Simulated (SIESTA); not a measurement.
Crystal: Nb3Au2.

```
Au Nb
1.0
    -1.69000    1.69000    7.59000
     1.69000   -1.69000    7.59000
     1.69000    1.69000   -7.59000
Au Nb
2 3
Direct
  0.80000 0.80000 0.00000
  0.20000 0.20000 0.00000
  0.00000 0.00000 0.00000
  0.60000 0.60000 0.00000
  0.40000 0.40000 0.00000
```

```yaml
Program: SIESTA 5.4.2
Task: single point
Functional: PBEsol
Potentials_or_basis: PseudoDojo 0.4 standard (PBEsol files)
Basis: DZP (energy shift 0.003 Ry; two zetas on semicore shells)
Grid_cutoff: 800 Ry
Energy_shift: 0.003 Ry
k_mesh: 11 × 11 × 11
Occupations: fermi-dirac, width 0.05 eV
Spin: no spin polarisation
```

On this cell: pressure 0.3 GPa; largest force 0.116 eV/Å; band gap on the k mesh none (metal or under the smearing width).

The same run follows on a disturbed copy (atoms moved at random, drawn with an rms of 0.05 Å):

```
Au Nb
1.0
    -1.69000    1.69000    7.59000
     1.69000   -1.69000    7.59000
     1.69000    1.69000   -7.59000
Au Nb
2 3
Direct
  0.79966 0.80549 0.01409
  0.20151 0.19102 0.99045
  0.00203 0.99906 0.00746
  0.59272 0.60825 0.00004
  0.39351 0.40629 0.00265
```

Problem. What changes?

Solution. The energy (extrapolated to zero smearing) moves by +13.9 meV/atom; pressure 0.5 GPa; largest force 0.838 eV/Å; band gap on the k mesh none (metal or under the smearing width).

Forces in eV/Å, atoms in the order of the input:
```
Au  -0.376 -0.195  0.677
Au   0.619 -0.056 -0.562
Nb   0.165 -0.352  0.559
Nb  -0.324  0.305 -0.372
Nb  -0.083  0.298 -0.302
```

Stress tensor (GPa, compression positive):
```
 0.63 -0.01 -0.25
-0.01  0.73 -0.21
-0.25 -0.21  0.24
```

Caveats: short orbitals over semicore shells can move pressures by several GPa; the basis of atomic orbitals isn't converged, which shifts pressures, moduli and gaps.
